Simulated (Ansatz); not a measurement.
**GeW: relaxation of cell and atoms with PBE+U**

GeW:

```
Ge W
1.0
     0.00000    2.57761    2.57761
     2.57761    0.00000    2.57761
     2.57761    2.57761    0.00000
Ge W
1 1
Cartesian
  2.5776 2.5776 2.5776
  0.0000 0.0000 0.0000
```

The cell was built by a generator and needn't be a form met in nature.

```json
{"Program": "Ansatz 0.2.0", "Task": "relaxation of cell and atoms", "Functional": "PBE", "Potentials or basis": "Ansatz PAW", "Cutoff": "420 eV (not typed: the program's choice for these potentials)", "k mesh": "9 × 9 × 9", "Occupations": "fermi-dirac, width 0.05 eV", "Spin": "no spin polarisation", "Hubbard terms": "W d U = 4 eV", "Hubbard projectors": "ortho-atomic (the default)", "Double counting": "fll (the default)"}
```

- Relaxed volume: 17.13 Å³/atom
- Relaxed cell: a = 3.646 Å, b = 3.646 Å, c = 3.646 Å, α = 60.00°, β = 60.00°, γ = 60.00°
- Space group after relaxing (to 0.05 Å): Fm-3m (No. 225)
- Energy gained by relaxing: 0.0 meV/atom
- Ionic steps: 4
- Pressure after relaxing: 0.0 GPa
- Band gap on the k mesh: none (metal or under the smearing width)

Final structure:
```xyz
2
Lattice="0.0000 2.5780 2.5780 2.5780 0.0000 2.5780 2.5780 2.5780 0.0000" Properties=species:S:1:pos:R:3 pbc="T T T"
Ge    2.5780    2.5780    2.5780
W     0.0000    0.0000    0.0000
```

Levels at points of the mesh, in eV from the Fermi level:
| k point | band 10 | band 11 | band 12 | band 13 | band 14 | band 15 | band 16 | band 17 | band 18 |
| --- | --- | --- | --- | --- | --- | --- | --- | --- | --- |
| (0.00, 0.00, 0.00) | -12.39 | -1.54 | -1.54 | -1.54 | -1.18 | -1.18 | 2.37 | 2.37 | 2.37 |

Eigenvalues of the final occupation matrices:
| site | spin | trace | eigenvalues |
| --- | --- | --- | --- |
| site 1 | 1 | 2.57 | 0.47 0.47 0.47 0.57 0.57 |

Wall time 4.8 s on 2 threads of Arm Neoverse V1, with other jobs on the host, peak memory 0.33 GiB.

Caveat: the plane-wave basis is chosen anew once the cell has moved, so the energies of steps on either side of that aren't comparable; U without spin polarisation on a metal has little footing; the U is typed as a test and isn't derived for this compound. The run has no spin-orbit coupling, so splittings on W are missing.
